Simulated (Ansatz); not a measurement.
# C₂H₇GeIn: geometry and vibrations

What shape does C₂H₇GeIn take? The plan is to relax it, then compute its harmonic vibrations to see whether it is a minimum and to get the zero-point energy and entropy, and look at its orbitals and charge.

Computed with Ansatz 0.2.0, Gaussian basis. Level: RKS PBE0-D4/def2-TZVP.

Plan: relaxation at PBE0-D4/def2-TZVP; harmonic vibrations at the same level; a single point in def2-TZVPP for the fields.

## Step 1: The system as given

SMILES `C=[C]([GeH3])[InH2]`, 11 atoms, charge 0, spin multiplicity 1.

Atoms are counted from 1 here; the program's logs count them from 0.

Bond lengths: C1–C2 1.324 Å, C1–H5 1.086 Å, C1–H6 1.091 Å, C2–Ge3 1.942 Å, C2–In4 2.215 Å, Ge3–H7 1.499 Å, Ge3–H8 1.500 Å, Ge3–H9 1.502 Å, In4–H10 1.752 Å, In4–H11 1.755 Å. Angles: C2–C1–H5 122.8°, C2–C1–H6 121.6°, H5–C1–H6 115.6°, C1–C2–Ge3 123.9°, C1–C2–In4 114.3°, Ge3–C2–In4 121.7°, C2–Ge3–H7 111.1°, C2–Ge3–H8 110.3°, C2–Ge3–H9 110.6°, H7–Ge3–H8 107.1°, H7–Ge3–H9 108.8°, H8–Ge3–H9 108.9°, C2–In4–H10 115.2°, C2–In4–H11 126.1°, H10–In4–H11 118.7°.

Coordinates:

```xyz
11

C    -0.7086    1.4737   -0.0491
C    -0.1213    0.2876   -0.0130
Ge    0.7453   -0.4453    1.5630
In   -0.2405   -0.8472   -1.9114
H    -0.7417    2.1394    0.8082
H    -1.1913    1.8456   -0.9543
H     2.2048   -0.6792    1.3160
H     0.1399   -1.7703    1.9203
H     0.5963    0.4878    2.7305
H    -1.1772   -0.0836   -3.1799
H     0.4943   -2.4085   -2.2302
```

The start is a GFN2-xTB geometry. In takes the def2 core potential; no spin-orbit term is included.

## Step 2: Geometry optimisation, PBE0-D4/def2-TZVP

Contents of in.yaml:

```yaml
crystal:
  periodic: [false, false, false]
  atoms:
    - {symbol: C, position_ang: [-0.708570, 1.473730, -0.049140]}
    - {symbol: C, position_ang: [-0.121280, 0.287600, -0.012980]}
    - {symbol: Ge, position_ang: [0.745290, -0.445290, 1.562960]}
    - {symbol: In, position_ang: [-0.240480, -0.847240, -1.911400]}
    - {symbol: H, position_ang: [-0.741710, 2.139400, 0.808200]}
    - {symbol: H, position_ang: [-1.191290, 1.845570, -0.954270]}
    - {symbol: H, position_ang: [2.204750, -0.679240, 1.315990]}
    - {symbol: H, position_ang: [0.139880, -1.770260, 1.920290]}
    - {symbol: H, position_ang: [0.596340, 0.487830, 2.730470]}
    - {symbol: H, position_ang: [-1.177230, -0.083570, -3.179950]}
    - {symbol: H, position_ang: [0.494300, -2.408540, -2.230160]}
basis:
  gaussian: {orbitals: def2-TZVP}
hamiltonian: {xc: pbe0, dispersion: d4}
relax: {f_tol: 0.005, max_steps: 150}
```

Command:

```
$ ansatz run in.yaml --threads 4 --pin off --events-out ev --progress --plain --max-ram 10444MiB
```

After this run come: Force constants and modes; Fields at the relaxed geometry.

Before running them: what should the planned runs give, taken together? Wanted: point group; shift from the start; total energy; dispersion term; dipole moment; lowest, highest wavenumber; zero-point energy; HOMO, LUMO.

**Answer**, as computed:

| quantity | value |
| --- | --- |
| point group | Cs |
| steps | 11 |
| shift from the start (rms) | 0.086 Å |
| total energy | -63869.4314 eV |
| dispersion term | -219 meV |
| dipole moment | 0.61 D |
| lowest, highest wavenumber | 98, 3146 cm⁻¹ |
| zero-point energy | 174.8 kJ/mol |
| entropy at 298.15 K | 378.6 J/(mol K) |
| HOMO, LUMO | -7.21, -1.88 eV |

In words: The relaxed geometry lies 0.09 Å (rms) from the start; the bond that changed most is C2–In4, from 2.215 to 2.149 Å. All wavenumbers are real, so the end point is a minimum. The stiffest mode, 3146 cm⁻¹, is a C–H stretch, and 3 modes under 200 cm⁻¹ make the vibrational entropy uncertain. Harmonic hybrid wavenumbers usually lie a few per cent above measured fundamentals. The largest Mulliken charge, +0.46 e, sits on In4. The HOMO lies mostly on C2 40 %; In4 12 % and the LUMO on In4 47 %; H10, H11 about 13 % each.
